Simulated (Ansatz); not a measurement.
# CH₇GeNSi: small, medium and large basis sets

Aim: see how fast density functionals converge with the basis set for CH₇GeNSi.

Program: Ansatz 0.2.0, Gaussian basis. Level of theory: one geometry, several basis sets. These are calculated values, not measurements.

Plan: PBE0-D4/def2-SVP; ωB97M-V/def2-SVP; PBE0-D4/def2-QZVPP; ωB97M-V/def2-QZVPP; the functionals' def2-TZVPP values are taken from earlier runs.

## (1) The geometry

All runs share one geometry, relaxed beforehand with PBE0-D4 in a triple-zeta def2 set.

SMILES `C1[NH][GeH2][SiH2]1`, 11 atoms, charge 0, spin multiplicity 1.

Atoms are counted from 1 here; the program's logs count them from 0.

Bond lengths: C1–N2 1.468 Å, C1–Si4 1.911 Å, C1–H5 1.096 Å, C1–H6 1.100 Å, N2–Ge3 1.861 Å, N2–H7 1.010 Å, Ge3–Si4 2.372 Å, Ge3–H8 1.541 Å, Ge3–H9 1.550 Å, Si4–H10 1.488 Å, Si4–H11 1.487 Å. Angles: N2–C1–Si4 98.2°, N2–C1–H5 112.3°, N2–C1–H6 114.3°, Si4–C1–H5 114.6°, Si4–C1–H6 110.0°, H5–C1–H6 107.4°, C1–N2–Ge3 106.7°, C1–N2–H7 115.9°, Ge3–N2–H7 124.7°, N2–Ge3–Si4 73.7°, N2–Ge3–H8 112.2°, N2–Ge3–H9 115.1°, Si4–Ge3–H8 124.9°, Si4–Ge3–H9 119.0°, H8–Ge3–H9 107.6°, C1–Si4–Ge3 76.7°, C1–Si4–H10 116.2°, C1–Si4–H11 114.4° and more.

Coordinates:

| atom | x (Å) | y (Å) | z (Å) |
| --- | --- | --- | --- |
| C1 | -0.66096 | 0.95268 | -0.36684 |
| N2 | -0.57097 | 0.42901 | 1.00186 |
| Ge3 | 0.75744 | -0.87495 | 0.98942 |
| Si4 | 0.15125 | -0.51889 | -1.27609 |
| H5 | -1.69510 | 1.15864 | -0.66602 |
| H6 | -0.07887 | 1.86956 | -0.54012 |
| H7 | -0.70993 | 1.10153 | 1.74202 |
| H8 | 0.36842 | -2.11188 | 1.82218 |
| H9 | 2.14958 | -0.40062 | 1.47895 |
| H10 | 1.16840 | -0.17443 | -2.30540 |
| H11 | -0.81398 | -1.48775 | -1.85936 |

## (2) PBE0-D4 in def2-SVP

The input, in.yaml:

```yaml
crystal:
  periodic: [false, false, false]
  atoms:
    - {symbol: C, position_ang: [-0.660956, 0.952681, -0.366836]}
    - {symbol: N, position_ang: [-0.570973, 0.429006, 1.001859]}
    - {symbol: Ge, position_ang: [0.757442, -0.874946, 0.989416]}
    - {symbol: Si, position_ang: [0.151252, -0.518888, -1.276087]}
    - {symbol: H, position_ang: [-1.695101, 1.158641, -0.666018]}
    - {symbol: H, position_ang: [-0.078865, 1.869558, -0.540125]}
    - {symbol: H, position_ang: [-0.709927, 1.101530, 1.742015]}
    - {symbol: H, position_ang: [0.368420, -2.111877, 1.822181]}
    - {symbol: H, position_ang: [2.149584, -0.400620, 1.478951]}
    - {symbol: H, position_ang: [1.168401, -0.174431, -2.305396]}
    - {symbol: H, position_ang: [-0.813976, -1.487753, -1.859362]}
basis:
  gaussian: {orbitals: def2-SVP}
hamiltonian: {xc: pbe0, dispersion: d4}
output: {orbitals: {seedname: orbitals}}
```

Started as:

```
ansatz run in.yaml --threads 4 --pin off --events-out ev --progress --plain --max-ram 10444MiB
```

Further steps of the session: ωB97M-V in def2-SVP; PBE0-D4 in def2-QZVPP; ωB97M-V in def2-QZVPP.

**Question.** What will the summary of the whole plan be? Wanted: PBE0-D4: double and triple zeta above quadruple; ωB97M-V: double and triple zeta above quadruple.

The runs gave:

| quantity | value |
| --- | --- |
| PBE0-D4: double and triple zeta above quadruple | 14.50, 1.64 eV |
| ωB97M-V: double and triple zeta above quadruple | 14.57, 1.58 eV |

What this shows: PBE0-D4 gains 12.86 eV from double to triple zeta, then 1.64 eV more. These are total energies; as a rule much of such shifts cancels in differences, which this series doesn't test. The LUMO of ωB97M-V is positive and keeps falling with the basis (1.89 to 1.08 eV): an unbound level that the basis holds in place.
